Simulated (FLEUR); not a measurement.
A run of FLEUR MaX-R8.1 (later development tree) is set up as follows.

Contents of inp.xml:

```xml
<?xml version="1.0" encoding="UTF-8" standalone="no"?>
<fleurInput fleurInputVersion="0.39">
   <comment>
      Bi2Te2Se                                                                                            
   </comment>
   <calculationSetup>
      <cutoffs Kmax="4.1" Gmax="12.7" GmaxXC="12.7" numbands="0"/>
      <scfLoop itmax="60" minDistance="0.00001" maxIterBroyd="15" imix="Anderson" alpha="0.05" precondParam="0.0" spinf="2.0" sdNocoIR="T"/>
      <coreElectrons ctail="T" frcor="F" kcrel="0" coretail_lmax="0"/>
      <xcFunctional name="PBEs" relativisticCorrections="F"/>
      <magnetism jspins="1"/>
      <soc l_soc="F" theta="0.0" phi="0.0" spav="F"/>
      <expertModes spex="0" secvar="F"/>
      <geometryOptimization l_f="T" forcealpha="1.0" forcemix="BFGS" epsdisp="0.0005" epsforce="0.0002"/>
      <ldaU l_linMix="F" mixParam="0.05" spinf="1.0"/>
   </calculationSetup>
   <cell>
      <bzIntegration valenceElectrons="102.0" mode="hist" fermiSmearingEnergy="0.00183747">
         <kPointListSelection listName="default-1"/>
         <!-- k-points included here -->
         <xi:include xmlns:xi="http://www.w3.org/2001/XInclude" href="kpts.xml"> </xi:include>
      </bzIntegration>
      <!-- symmetry operations included here -->
      <xi:include xmlns:xi="http://www.w3.org/2001/XInclude" href="sym.xml"> </xi:include>
      <bulkLattice scale="1.0">
         <bravaisMatrix>
            <row-1>    4.0836391234290019     2.3576901472268466    20.0038305430654972</row-1>
            <row-2>   -4.0836391234290019     2.3576901472268466    20.0038305430654972</row-2>
            <row-3>    0.0000000000000000    -4.7153802944536931    20.0038305430654972</row-3>
         </bravaisMatrix>
      </bulkLattice>
   </cell>
   <atomSpecies>
      <species name="Bismuth (Bi)" element="Bi" atomicNumber="83">
         <mtSphere radius="2.66" gridPoints="879" logIncrement="0.015"/>
         <atomicCutoffs lmax="10" lnonsphr="10"/>
         <electronConfig flipSpins="F">
[... 24 lines left out ...]
         <lo type="SCLO" l="2" n="4" eDeriv="0"/>
         <lo type="SCLO" l="2" n="4" eDeriv="1"/>
         <lo type="SCLO" l="0" n="5" eDeriv="2"/>
         <lo type="SCLO" l="3" n="4" eDeriv="2"/>
      </species>
      <species name="Selenium (Se)" element="Se" atomicNumber="34">
         <mtSphere radius="2.66" gridPoints="879" logIncrement="0.014"/>
         <atomicCutoffs lmax="10" lnonsphr="10"/>
         <electronConfig flipSpins="F">
            <coreConfig>(1s1/2) (2s1/2) (2p1/2) (2p3/2) (3s1/2) (3p1/2) (3p3/2)</coreConfig>
            <valenceConfig>(3d3/2) (3d5/2) (4s1/2) (4p1/2) (4p3/2)</valenceConfig>
            <stateOccupation state="(4p1/2)" spinUp="0.666667" spinDown="0.666667"/>
            <stateOccupation state="(4p3/2)" spinUp="1.333333" spinDown="1.333333"/>
         </electronConfig>
         <energyParameters s="4" p="4" d="4" f="4"/>
         <lo type="SCLO" l="2" n="3" eDeriv="0"/>
         <lo type="SCLO" l="0" n="4" eDeriv="2"/>
         <lo type="SCLO" l="1" n="4" eDeriv="2"/>
         <lo type="SCLO" l="3" n="4" eDeriv="2"/>
      </species>
   </atomSpecies>
   <atomGroups>
      <atomGroup species="Bismuth (Bi)">
         <relPos label="                   1">.3917212400 .3917212400 .3917212400</relPos>
         <relPos label="                   2">-.3917212400 -.3917212400 -.3917212400</relPos>
         <force calculate="T" relaxXYZ="TTT"/>
      </atomGroup>
      <atomGroup species="Tellurium (Te)">
         <relPos label="                   3">-.2195951300 -.2195951300 -.2195951300</relPos>
         <relPos label="                   4">.2195951300 .2195951300 .2195951300</relPos>
         <force calculate="T" relaxXYZ="TTT"/>
      </atomGroup>
      <atomGroup species="Selenium (Se)">
         <relPos label="                   5">.0000000000 .0000000000 .0000000000</relPos>
         <force calculate="T" relaxXYZ="TTT"/>
      </atomGroup>
   </atomGroups>
   <output dos="F" band="F" slice="F">
      <checks vchk="F" cdinf="F"/>
      <bandDOS minEnergy="-.5*Htr" maxEnergy="0.5*Htr" sigma="0.015" storeEVData="T"/>
      <vacuumDOS vacdos="F" integ="F" star="F" nstars="0" locx1="0.0" locy1="0.0" locx2="0.0" locy2="0.0" nstm="0" tworkf="0.0"/>
      <unfoldingBand unfoldBand="F" supercellX="1" supercellY="1" supercellZ="1"/>
      <plotting iplot="0" polar="F">
         <plot TwoD="T" vec1="  1.0  0.0  0.0" vec2="  0.0  1.0  0.0" vec3="  0.0  0.0  1.0" zero="  0.0  0.0  0.0" file="plot"/>
      </plotting>
      <chargeDensitySlicing numkpt="0" minEigenval="0.0" maxEigenval="0.0" nnne="0" pallst="F"/>
      <specialOutput eonly="F"/>
      <moessbauerParams electricFieldGradient="T" isomerShift="T" coreHyperfine="T" valenceHyperfine="T"/>
      <magneticCircularDichroism mcd="F" energyLo="-10.0" energyUp="0.0"/>
   </output>
  <!-- We include the file relax.xml here to enable relaxations (see documentation) -->
  <xi:include xmlns:xi="http://www.w3.org/2001/XInclude" href="relax.xml"> <xi:fallback/> </xi:include>
</fleurInput>
```

File crystal.txt:

```
Bi2Te2Se
&input cartesian=F /
2.1609687617  1.2476358963  10.5855712543
-2.1609687617  1.2476358963  10.5855712543
0.0000000000  -2.4952717926  10.5855712543
1.8897261246
1.0 1.0 1.0

5
83 0.3917212400  0.3917212400  0.3917212400
83 0.6082787600  0.6082787600  0.6082787600
52 0.7804048700  0.7804048700  0.7804048700
52 0.2195951300  0.2195951300  0.2195951300
34 0.0000000000  0.0000000000  0.0000000000

&kpt div1=7 div2=7 div3=7 gamma=T /
```

Potentials or basis: all-electron, FLAPW.

Command:

```console
$ inpgen -f crystal.txt -profile fastHighL
$ # inp.xml edited to the form shown
$ mpirun -n 4 fleur_MPI -pe_per_kpt 1
```

Predict the largest force.

0.050 eV/Å.

Predict the band gap on the k mesh.

0.41 eV, direct.

Core levels (eV from the Fermi level):
| atom | levels |
| --- | --- |
| 1 Bi | 1s1/2 -90489.6, 2s1/2 -16241.3, 2p1/2 -15603.4, 2p3/2 -13284.3, 3s1/2 -3917.0, 3p1/2 -3629.1, 3p3/2 -3109.9, 4s1/2 -895.9, 3d3/2 -2638.6, 3d5/2 -2528.6, 4p1/2 -770.8, 4p3/2 -642.7, 5s1/2 -153.5, 4d3/2 -439.4, 4d5/2 -415.5, 4f5/2 -151.6, 4f7/2 -146.1 |
| 2 Bi | 1s1/2 -90489.6, 2s1/2 -16241.3, 2p1/2 -15603.4, 2p3/2 -13284.3, 3s1/2 -3917.0, 3p1/2 -3629.1, 3p3/2 -3109.9, 4s1/2 -895.9, 3d3/2 -2638.6, 3d5/2 -2528.6, 4p1/2 -770.8, 4p3/2 -642.7, 5s1/2 -153.5, 4d3/2 -439.4, 4d5/2 -415.5, 4f5/2 -151.6, 4f7/2 -146.1 |
| 3 Te | 1s1/2 -31586.5, 2s1/2 -4838.3, 2p1/2 -4533.5, 2p3/2 -4259.2, 3s1/2 -958.6, 3p1/2 -833.2, 3p3/2 -782.1, 4s1/2 -158.9, 3d3/2 -560.8, 3d5/2 -550.1 |
| 4 Te | 1s1/2 -31586.5, 2s1/2 -4838.3, 2p1/2 -4533.5, 2p3/2 -4259.2, 3s1/2 -958.6, 3p1/2 -833.2, 3p3/2 -782.1, 4s1/2 -158.9, 3d3/2 -560.8, 3d5/2 -550.1 |
| 5 Se | 1s1/2 -12485.2, 2s1/2 -1599.2, 2p1/2 -1434.4, 2p3/2 -1392.7, 3s1/2 -207.1, 3p1/2 -150.7, 3p3/2 -144.8 |

Caveat: spin-orbit coupling is left out, which as a rule narrows the gap of such compounds by several tenths of an eV; an odd mesh through Γ misses points on the zone boundary, where band edges often lie.
